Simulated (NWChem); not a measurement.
**One shape, several levels: triplet BBrCl2**

We compute a comparison of 3 runs (U-wB97X/cc-pVDZ, UB2PLYP/cc-pVDZ, UMP3/cc-pVDZ) of triplet BBrCl2. 

The calculation is run with NWChem 7.3.0.

**1. The structure to begin with**

The species is BBrCl2 (4 atoms), meant as a triplet with charge 0. As SMILES of the parent species, `ClB(Cl)Br`. The shape is that of a PBE0-D4/def2-TZVP optimisation. That shape belongs to the parent species and isn't relaxed for this state.

Bond lengths: Cl1–B2 1.735 Å, B2–Cl3 1.735 Å, B2–Br4 1.901 Å. Angles: Cl1–B2–Cl3 120.1°, Cl1–B2–Br4 119.9°, Cl3–B2–Br4 119.9°.

**2. The energy at U-wB97X/cc-pVDZ (run 1)**

The input, input.xyz:

```xyz
4
BBrCl2
Cl     0.582100     0.666000     1.510800
B      0.037200    -0.038100     0.022100
Cl     0.444300    -1.679200    -0.365600
Br    -1.008100     0.991100    -1.187600
```

The input, input.nw:

```
start input
title "BBrCl2"
memory stack 880 mb heap 220 mb global 1100 mb

geometry noautosym nocenter noautoz
load format xyz input.xyz
end

basis spherical bse
* library cc-pVDZ
end

dft
xc wb97x
mult 3
grid xfine
convergence energy 1e-08
maxiter 100
mulliken
print low
end

task dft energy
```

Started as:

```bash
$ nwchem input.nw > input.out
```

What it wrote:

```text
[...]
 d= 0,ls=0.0,diis     1  -3519.2602726284 -3.87D+03  6.28D-03  1.18D-01    16.4
[...]
 d= 0,ls=0.0,diis    14  -3519.3156555476 -2.18D-09  1.82D-07  1.90D-11   217.1
[...]
         Total DFT energy =    -3519.315655547595
      One electron energy =    -5584.380689813299
           Coulomb energy =     1865.573123885823
    Exchange-Corr. energy =     -151.917344193200
 Nuclear repulsion energy =      351.409254573081
[...]
      Total Density - Mulliken Population Analysis
     ---------------------------------------------
    Atom       Charge   Shell Charges
 -----------   ------   -------------------------------------------------------
    1 Cl  17    17.01   2.00  2.03  0.95  0.89  6.00  3.08  2.02  0.04
    2 B    5     5.26   2.01  0.55  0.20  1.77  0.52  0.21
    3 Cl  17    17.01   2.00  2.03  0.95  0.89  6.00  3.08  2.02  0.04
    4 Br  35    34.71   2.00  2.00  2.03  1.09  0.79  6.00  6.01  2.64  2.10  9.95  0.11
[...]
      <S2> =      2.0102 (Exact =     2.0000)
[...]
```

Wall time 3.6 min (1 thread of Intel Xeon Platinum 8375C at 2.90GHz (Ice Lake), shared host); peak memory 0.15 GiB.

**3. The energy at UB2PLYP/cc-pVDZ (run 2)**

The input, sp.nw:

```
start sp
memory 2200 mb
geometry units angstroms noautosym nocenter noautoz
Cl    0.582100    0.666000    1.510800
B     0.037200   -0.038100    0.022100
Cl    0.444300   -1.679200   -0.365600
Br   -1.008100    0.991100   -1.187600
end
basis spherical bse
Cl library cc-pVDZ
B library cc-pVDZ
Br library cc-pVDZ
end
dft
xc hfexch 0.53 becke88 0.47 lyp 0.73 mp2 0.27
dftmp2 semidirect
mult 3
grid xfine
convergence energy 1e-08
maxiter 100
mulliken
noprint "final vectors analysis"
end
mp2
freeze core 20
end
task dft energy
```

Started as:

```bash
$ nwchem sp.nw > sp.out
```

What it wrote:

```text
[...]
          Wavefunction type:  spin polarized.
          No. of atoms     :     4
          No. of electrons :    74
[...]
          Charge           :     0
          Spin multiplicity:     3
[...]
          AO basis - number of functions:    77
[...]
              XC Information
              --------------
                     Hartree-Fock (Exact) Exchange  0.530
                    Becke 1988 Exchange Functional  0.470
              Lee-Yang-Parr Correlation Functional  0.730
[...]
 d= 0,ls=0.0,diis     1  -3518.3426556096 -3.87D+03  6.51D-03  8.17D-02    16.0
[...]
 d= 0,ls=0.0,diis    14  -3518.3929911239 -1.15D-09  2.23D-07  3.61D-11   156.1
[...]
         Total DFT energy =    -3518.392991123932
      One electron energy =    -5584.701831835748
           Coulomb energy =     1865.935541862698
    Exchange-Corr. energy =     -151.035955723964
 Nuclear repulsion energy =      351.409254573081
[...]
      Total Density - Mulliken Population Analysis
     ---------------------------------------------
    Atom       Charge   Shell Charges
 -----------   ------   -------------------------------------------------------
    1 Cl  17    17.05   2.00  2.02  0.96  0.91  6.00  3.05  2.07  0.04
    2 B    5     5.15   2.01  0.55  0.16  1.76  0.46  0.21
    3 Cl  17    17.05   2.00  2.02  0.96  0.91  6.00  3.05  2.07  0.04
    4 Br  35    34.75   2.00  2.00  2.02  1.10  0.81  6.00  6.00  2.62  2.15  9.96  0.10
[...]
      <S2> =      2.0125 (Exact =     2.0000)
[...]
  Basis functions       =     77
[...]
```

It took 3.4 min on 1 thread of Intel Xeon Platinum 8375C at 2.90GHz (Ice Lake), shared host; peak memory 0.19 GiB.

**4. A single-point energy at UMP3/cc-pVDZ (run 3)**

The input, run.py:

```python
from ase import Atoms
from ase.calculators.nwchem import NWChem

system = Atoms(['Cl', 'B', 'Cl', 'Br'], positions=[
    [0.582100, 0.666000, 1.510800],
    [0.037200, -0.038100, 0.022100],
    [0.444300, -1.679200, -0.365600],
    [-1.008100, 0.991100, -1.187600],
])

calc = NWChem(
    label='mymol',
    theory='tce',
    memory='2200 mb',
    basis='cc-pVDZ',
    basispar='spherical bse',
    scf={'nopen': '2', 'uhf': None, 'thresh': '1e-08', 'maxiter': '80'},
    tce={'scf': None, 'mbpt3': None, 'freeze': 'core 20', 'maxiter': '60'},
    task='energy',
)
system.calc = calc

e = system.get_potential_energy()
print(f"E = {e:.6f} eV")
```

Started as:

```bash
$ export ASE_NWCHEM_COMMAND="nwchem PREFIX.nwi > PREFIX.nwo"
$ python run.py
```

What it wrote:

```text
E = -95688.457663 eV
```

The calculator wrote mymol.nwi:

```
title "mymol"

permanent_dir mymol

scratch_dir mymol

start mymol

geometry units angstrom nocenter noautosym noautoz
  Cl 5.8209999999999995e-01 6.6600000000000004e-01 1.5107999999999999e+00
  B  3.7199999999999997e-02 -3.8100000000000002e-02 2.2100000000000002e-02
  Cl 4.4429999999999997e-01 -1.6792000000000000e+00 -3.6559999999999998e-01
  Br -1.0081000000000000e+00 9.9109999999999998e-01 -1.1876000000000000e+00
end

memory 2200 mb

basis spherical bse noprint
   * library cc-pVDZ
end

scf
  nopen 2
  uhf
  thresh 1e-08
  maxiter 80
end
tce
  scf
  mbpt3
  freeze core 20
  maxiter 60
end

task tce energy
```

mymol.nwo:

```text
Northwest Computational Chemistry Package (NWChem) 7.3.0
             --------------------------------------------------------

           Job information
           ---------------

    nwchem branch   = 7.3.0
    use scalapack   = T
    input           = mymol.nwi
    prefix          = mymol.
    data base       = mymol/mymol.db
    status          = startup
    nproc           =        1

           Memory information
           ------------------

[... 5 lines left out ...]
    hardfail = no
[... 122 lines left out ...]
 Convergence threshold     :          1.000E-08
[... 22 lines left out ...]
      One electron energy =  -5583.857712629100
[... 62 lines left out ...]
          Final beta eigenvalues
[... 609 lines left out ...]
 MBPT(2) total energy / hartree       =     -3516.451894037276361
[... 1 line left out ...]
 MBPT(3) iterations
 --------------------------------------------------------
 Iter          Residuum       Correlation     Cpu    Wall
 --------------------------------------------------------
    1   0.1574391954454   0.0000000000000     0.7     0.7
    2   0.0000000002903  -0.0340937475954     0.7     0.7
 --------------------------------------------------------
 Iterations converged
 MBPT(3) correlation energy / hartree =        -0.034093747595395
 MBPT(3) total energy / hartree       =     -3516.485987784871668

 Task  times  cpu:      430.7s     wall:      430.7s
 Total times  cpu:      430.7s     wall:      430.7s
```

Wall time 7.2 min (1 thread of Intel Xeon Platinum 8375C at 2.90GHz (Ice Lake), shared host); peak memory 0.58 GiB.

**5. The series**

```csv
run,level,frozen core orbitals,integration grid,energy (Eh),⟨S²⟩,wall time
1,U-wB97X/cc-pVDZ,–,xfine,-3519.315656,2.010,3.6 min
2,UB2PLYP/cc-pVDZ,20,xfine,-3518.552577,2.013,3.4 min
3,UMP3/cc-pVDZ,20,–,-3516.485988,2.020,7.2 min
```

**6. Outcome**

| quantity | value |
| --- | --- |
| run 3: total energy | -3516.48599 Eh |
| run 3: HOMO energy (Hartree–Fock orbitals) (highest over α and β) | -6.03 eV |
| run 3: LUMO energy (Hartree–Fock orbitals) (lowest over α and β) | -3.51 eV |
| run 3: correlation energy (20 core orbitals frozen) | -493.5 mEh |
| run 3: ⟨S²⟩ of the reference determinant | 2.020 |

What this shows: Totals of different functionals can't be ranked against each other. All runs together took 14 min, the longest 7.2 min.
